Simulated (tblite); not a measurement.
**GFN2-xTB run of C2H4Sn (Sn(CCH)H3)**

Aim: the electronic atomisation energy of C2H4Sn (Sn(CCH)H3) at GFN2-xTB, from 4 runs. 

Program for the calculation: tblite 0.8.0.

17 further runs of the same task are left out: 17 set aside as unsound or not needed.

## 1. The system as given

C2H4Sn has 7 atoms, charge 0, and is taken as a singlet. SMILES: `[H][Sn]([H])([H])[C]#C`. The shape comes from GFN2-xTB, which is rough for such elements, and wasn't checked as a minimum.

Bond lengths: Sn1–C2 2.060 Å, C2–C3 1.201 Å, C3–H4 1.053 Å, Sn1–H5 1.651 Å, Sn1–H6 1.651 Å, Sn1–H7 1.651 Å. Angles: Sn1–C2–C3 179.6°, C2–Sn1–H5 108.4°, C2–Sn1–H6 108.7°, C2–Sn1–H7 108.7°, C2–C3–H4 179.9°, H5–Sn1–H6 110.5°, H5–Sn1–H7 110.1°, H6–Sn1–H7 110.4°.

## 2. Energy and forces at GFN2-xTB

calc.py

```python
"""GFN2-xTB energy and gradient"""
import json
import numpy as np
from tblite.interface import Calculator

symbols = ["Sn", "C", "C", "H", "H", "H", "H"]
numbers = np.array([50, 6, 6, 1, 1, 1, 1])
positions = np.array([  # bohr
    [-0.013852, -0.011565, -2.174073],
    [-0.002853, 0.009411, 1.718045],
    [0.017064, 0.026570, 3.987719],
    [0.037813, 0.037662, 5.976807],
    [2.943589, -0.016630, -3.167937],
    [-1.499951, 2.538885, -3.184793],
    [-1.481810, -2.584333, -3.155767],
])

xtb = Calculator("GFN2-xTB", numbers, positions, charge=0, uhf=0)
xtb.set("verbosity", 0)
xtb.set("accuracy", 0.1)
xtb.add("spin-polarization", 1.0)
sp = xtb.singlepoint()

print(f"Total energy: {sp.get('energy') * 27.211386:.8f} eV")
eps = np.atleast_2d(sp.get("orbital-energies")) * 27.211386
occ = np.atleast_2d(sp.get("orbital-occupations"))
filled = occ.sum(axis=0) if eps.shape[0] == 1 else occ[0]
homo = np.nonzero(filled > 0.5)[0].max()
print(f"HOMO {eps[0, homo]:.4f} eV")
if homo + 1 < eps.shape[1]:
    print(f"LUMO {eps[0, homo + 1]:.4f} eV, gap {eps[0, homo + 1] - eps[0, homo]:.4f} eV")
mu = sp.get("dipole") * 2.541746
print(f"Dipole moment: {np.linalg.norm(mu):.4f} D, components " + " ".join(f"{c:.4f}" for c in mu))
q = sp.get("charges")
g = sp.get("gradient")
print("atom     charge      dE/dx        dE/dy        dE/dz   (Eh/bohr)")
for i, s in enumerate(symbols):
    print(f"{s:<2}{i + 1:<3} {q[i]:9.4f} {g[i, 0]:12.7f} {g[i, 1]:12.7f} {g[i, 2]:12.7f}")
print(f"gradient norm {np.linalg.norm(g):.6f} Eh/bohr")
out = {k: np.asarray(sp.get(k)).tolist() for k in ("energy", "gradient", "charges", "dipole", "orbital-energies", "orbital-occupations")}
out.update(symbols=symbols, positions=(positions * 0.529177210903).tolist())
json.dump(out, open("results.json", "w"))
```

The run is started by

```sh
$ python calc.py
```

Output:

```text
Total energy: -225.89913899 eV
HOMO -11.5513 eV
LUMO -5.2916 eV, gap 6.2597 eV
Dipole moment: 0.1159 D, components -0.0005 0.0123 0.1152
atom     charge      dE/dx        dE/dy        dE/dz   (Eh/bohr)
Sn1      0.0369   -0.0000277    0.0002051   -0.0002042
C 2     -0.0555   -0.0000145   -0.0000725    0.0000495
C 3     -0.0802   -0.0000830    0.0000657    0.0001324
H 4      0.0810    0.0001088   -0.0000236   -0.0000917
H 5      0.0056   -0.0000398   -0.0001148    0.0001067
H 6      0.0065   -0.0000212   -0.0000175    0.0000239
H 7      0.0057    0.0000774   -0.0000425   -0.0000164
gradient norm 0.000421 Eh/bohr
```

It took 0.22 s on 1 thread of Intel Xeon at 2.70GHz, shared host.

## 3. The C atom: a single-point energy at GFN2-xTB

input.xyz

```xyz
1

C      0.000000     0.000000     0.000000
```

calc.py

```python
import json
import numpy as np
from tblite.interface import Calculator
from tblite.interface import symbols_to_numbers

symbols = list(map(str, np.loadtxt("input.xyz", skiprows=2, usecols=0, dtype=str, ndmin=1)))
numbers = np.array(symbols_to_numbers(symbols))
positions = np.loadtxt("input.xyz", skiprows=2, usecols=(1, 2, 3), ndmin=2) / 0.52917721

calculator = Calculator("GFN2-xTB", numbers, positions, charge=0, uhf=2)
calculator.set("accuracy", 0.1)
calculator.add("spin-polarization", 1.0)
res = calculator.singlepoint()

print(f"Total energy: {res.get('energy'):.8f} Eh")
eps = np.atleast_2d(res.get("orbital-energies")) * 27.211386
occ = np.atleast_2d(res.get("orbital-occupations"))
filled = occ.sum(axis=0) if eps.shape[0] == 1 else occ[0]
homo = np.nonzero(filled > 0.5)[0].max()
print(f"HOMO {eps[0, homo]:.4f} eV")
if homo + 1 < eps.shape[1]:
    print(f"LUMO {eps[0, homo + 1]:.4f} eV, gap {eps[0, homo + 1] - eps[0, homo]:.4f} eV")
mu = res.get("dipole") * 2.541746
print(f"dipole: {np.linalg.norm(mu):.4f} D, components " + " ".join(f"{c:.4f}" for c in mu))
q = res.get("charges")
print("Charges:", " ".join(f"{s}{i + 1}={c:+.4f}" for i, (s, c) in enumerate(zip(symbols, q))))
out = {k: np.asarray(res.get(k)).tolist() for k in ("energy", "gradient", "charges", "dipole", "orbital-energies", "orbital-occupations")}
out.update(symbols=symbols, positions=(positions * 0.529177210903).tolist())
json.dump(out, open("results.json", "w"))
```

Run the same way, it converges to -1.83865 Eh (log not shown).

## 4. The H atom: a single-point energy at GFN2-xTB

xtb_job.py

```python
import json
import numpy as np
from tblite.interface import Calculator

symbols = ["H"]
numbers = np.array([1])
positions = np.array([
    [0.000000, 0.000000, 0.000000],
]) / 0.52917721

calculator = Calculator("GFN2-xTB", numbers, positions, charge=0, uhf=1)
calculator.set("verbosity", 0)
calculator.set("accuracy", 0.1)
calculator.add("spin-polarization", 1.0)
sp = calculator.singlepoint()

print(f"Energy: {sp.get('energy') * 27.211386:.8f} eV")
eps = np.atleast_2d(sp.get("orbital-energies")) * 27.211386
occ = np.atleast_2d(sp.get("orbital-occupations"))
filled = occ.sum(axis=0) if eps.shape[0] == 1 else occ[0]
homo = np.nonzero(filled > 0.5)[0].max()
print(f"HOMO {eps[0, homo]:.4f} eV")
if homo + 1 < eps.shape[1]:
    print(f"LUMO {eps[0, homo + 1]:.4f} eV, gap {eps[0, homo + 1] - eps[0, homo]:.4f} eV")
mu = sp.get("dipole") * 2.541746
print(f"dipole: {np.linalg.norm(mu):.4f} D, components " + " ".join(f"{c:.4f}" for c in mu))
q = sp.get("charges")
print("Charges:", " ".join(f"{s}{i + 1}={c:+.4f}" for i, (s, c) in enumerate(zip(symbols, q))))
out = {k: np.asarray(sp.get(k)).tolist() for k in ("energy", "gradient", "charges", "dipole", "orbital-energies", "orbital-occupations")}
out.update(symbols=symbols, positions=(positions * 0.529177210903).tolist())
json.dump(out, open("results.json", "w"))
```

Run the same way, it converges to -0.42930 Eh (log not shown).

## 5. The Sn atom: the energy at GFN2-xTB

molecule.xyz

```xyz
1

Sn     0.000000     0.000000     0.000000
```

job.py

```python
# GFN2-xTB single point
import json
import numpy as np
from tblite.interface import Calculator
from tblite.interface import symbols_to_numbers

symbols = list(map(str, np.loadtxt("molecule.xyz", skiprows=2, usecols=0, dtype=str, ndmin=1)))
numbers = np.array(symbols_to_numbers(symbols))
positions = np.loadtxt("molecule.xyz", skiprows=2, usecols=(1, 2, 3), ndmin=2) / 0.5291772

xtb = Calculator("GFN2-xTB", numbers, positions, charge=0, uhf=2)
xtb.set("accuracy", 0.1)
xtb.add("spin-polarization", 1.0)
wfn = xtb.singlepoint()

print(f"Energy: {wfn.get('energy') * 2625.4996:.8f} kJ/mol")
eps = np.atleast_2d(wfn.get("orbital-energies")) * 27.211386
occ = np.atleast_2d(wfn.get("orbital-occupations"))
filled = occ.sum(axis=0) if eps.shape[0] == 1 else occ[0]
homo = np.nonzero(filled > 0.5)[0].max()
print(f"HOMO {eps[0, homo]:.4f} eV")
if homo + 1 < eps.shape[1]:
    print(f"LUMO {eps[0, homo + 1]:.4f} eV, gap {eps[0, homo + 1] - eps[0, homo]:.4f} eV")
mu = wfn.get("dipole") * 2.541746
print(f"dipole: {np.linalg.norm(mu):.4f} D, components " + " ".join(f"{c:.4f}" for c in mu))
q = wfn.get("charges")
print("Charges:", " ".join(f"{s}{i + 1}={c:+.4f}" for i, (s, c) in enumerate(zip(symbols, q))))
out = {k: np.asarray(wfn.get(k)).tolist() for k in ("energy", "gradient", "charges", "dipole", "orbital-energies", "orbital-occupations")}
out.update(symbols=symbols, positions=(positions * 0.529177210903).tolist())
json.dump(out, open("results.json", "w"))
```

The run is started by

```sh
$ python job.py
```

Output:

```text
------------------------------------------------------------
  cycle        total energy    energy error   density error
------------------------------------------------------------
      1     -2.034432469458  -2.0344325E+00   4.0824829E-01
      2     -2.034432469458   0.0000000E+00   2.4494897E-01
      3     -2.034432469458  -4.4408921E-16   1.4695469E-05
      4     -2.034432469458   0.0000000E+00   4.5692838E-14
------------------------------------------------------------

 total:                                   0.001 sec
Energy: -5341.40163479 kJ/mol
HOMO -8.0024 eV
LUMO -2.5714 eV, gap 5.4310 eV
dipole: 0.0000 D, components -0.0000 -0.0000 -0.0000
Charges: Sn1=+0.0000
```

Wall time 0.16 s (1 thread of Intel Xeon at 2.70GHz, shared host).

## 6. Results

At GFN2-xTB:

| quantity | value |
| --- | --- |
| molecule: total energy | -8.30164 Eh |
| molecule: dipole moment | 0.12 D |
| molecule: HOMO energy | -11.55 eV |
| molecule: LUMO energy | -5.29 eV |
| molecule: HOMO–LUMO gap | 6.26 eV |
| molecule: largest force on an atom | 0.015 eV/Å |
| C atom: total energy | -1.83865 Eh |
| C atom: dipole moment | 0.00 D |
| C atom: HOMO energy (as the program lists it) | -14.11 eV |
| C atom: largest force on an atom | 0.000 eV/Å |
| H atom: total energy | -0.42930 Eh |
| H atom: dipole moment | 0.00 D |
| H atom: HOMO energy (as the program lists it) | -12.66 eV |
| H atom: largest force on an atom | 0.000 eV/Å |
| Sn atom: total energy | -2.03443 Eh |
| Sn atom: dipole moment | 0.00 D |
| Sn atom: HOMO energy (as the program lists it) | -8.00 eV |
| Sn atom: LUMO energy (as the program lists it) | -2.57 eV |
| Sn atom: largest force on an atom | 0.000 eV/Å |
| electronic atomisation energy | 23.748 eV |

**Reading.** Taking the molecule apart into free atoms costs 23.75 eV (548 kcal/mol), before zero-point energy and without spin-orbit coupling. Tight-binding and semi-empirical models aren't fitted to free atoms, so this value can be far from the true one.
